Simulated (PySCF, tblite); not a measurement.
# C5H12OSi: geometry, infrared bands and NMR shifts

Aim: predict the infrared bands and NMR shifts of C5H12OSi (`C[SiH2]CCC(C)=O`).

The runs use tblite 0.8.0 and PySCF 2.14.0, with density-fitted response routines of our own; the level of theory stands in each step. All values are computed, except where a source is named. Atoms are numbered from 0 throughout.

## (1) Starting geometry

19 atoms, charge 0, multiplicity 1; geometry from: force field or distance geometry start.

Bonds of the start (Å): C0–Si1 1.87, Si1–C2 1.82, C2–C3 1.50, C3–C4 1.51, C4–C5 1.50, C4–O6 1.21, C0–H7 1.12, C0–H8 1.11, C0–H9 1.08, Si1–H10 1.48, Si1–H11 1.49, C2–H12 1.11, C2–H13 1.13, C3–H14 1.11, C3–H15 1.11, C5–H16 1.11, C5–H17 1.11, C5–H18 1.10.

## (2) Geometry optimisation with GFN2-xTB

Job settings and geometry (Å):

```
{"job": {"kind": "relax", "xc": "GFN2-xTB", "basis": "xTB"}, "charge": 0, "multiplicity": 1}
C      2.458100     0.674500     0.809200
Si     1.655800    -0.878300     0.158400
C      0.469300    -0.601700    -1.196900
C     -0.724300     0.248700    -0.875200
C     -1.576900    -0.313600     0.237200
C     -2.784400     0.504800     0.594100
O     -1.328200    -1.353700     0.799300
H      2.255700     1.478000     0.050700
H      2.040600     0.960100     1.800500
H      3.528400     0.534900     0.811900
H      1.106500    -1.719700     1.244400
H      2.766900    -1.682800    -0.425400
H      0.079000    -1.552000    -1.621700
H      1.017200    -0.069600    -2.030600
H     -0.477700     1.310800    -0.644900
H     -1.391100     0.263500    -1.765200
H     -3.016500     1.133600    -0.290400
H     -2.454900     1.178200     1.407600
H     -3.633300    -0.106600     0.929500
```

On the command line:

```console
$ OMP_NUM_THREADS=1 python probes_run.py task.json out
```

One launch serves the whole session: the jobs run in the order shown.

**Question.** This job is followed by: GFN2-xTB harmonic vibrations, gas phase; GIAO PBE0/pcSseg-1 NMR shielding, non-relativistic, gas phase. What will the session give for the following? strongest single infrared mode (GFN2-xTB); zero-point energy (GFN2-xTB); ¹³C shifts against TMS (PBE0/pcSseg-1); ¹H shifts against TMS (PBE0/pcSseg-1, means over atoms taken as alike); ²⁹Si shifts against TMS (PBE0/pcSseg-1); ¹⁷O shifts against H2O (PBE0/pcSseg-1); surface potential, 1st and 99th percentile.

As calculated:

| quantity | value |
| --- | --- |
| strongest single infrared mode (GFN2-xTB) | 2191 cm⁻¹, 388 km/mol |
| zero-point energy (GFN2-xTB) | 96.6 kcal/mol |
| ¹³C shifts against TMS (PBE0/pcSseg-1) | 212.4, 40.8, 31.5, 8.2, -8.8 ppm |
| ¹H shifts against TMS (PBE0/pcSseg-1, means over atoms taken as alike) | 4.32, 2.57, 2.13, 0.77, -0.09 ppm |
| ²⁹Si shifts against TMS (PBE0/pcSseg-1) | -44.6 ppm |
| ¹⁷O shifts against H2O (PBE0/pcSseg-1) | 677.9 ppm |
| surface potential, 1st and 99th percentile | -1.66 V and 1.07 V |

**Reading.** The optimisation took 88 steps and gained 0.400 eV; among the close pairs (by a distance rule), Si1–C2 changed most, from 1.822 to 1.910 Å. The lowest mode is imaginary (29i cm⁻¹), so the xTB geometry is not a minimum. The strongest single mode, at 2191 cm⁻¹, moves mainly H11. Unscaled tight-binding wavenumbers are off by several per cent, some by more. Its intensities can rank the bands wrongly. The most deshielded carbon is C4 (ketone carbonyl carbon), at 212.4 ppm: low-lying n→π* states of the double bond to the heteroatom give a large paramagnetic term (-277 ppm). At PBE0/pcSseg-1: Shielding is most anisotropic at O6 (span 1304 ppm, paramagnetic term -746 ppm). By nearest atom (PBE0/pcSseg-1), the HOMO sits on O6 61 %; C3, C5 about 10 % each and the LUMO on C4 45 %; O6 30 %.
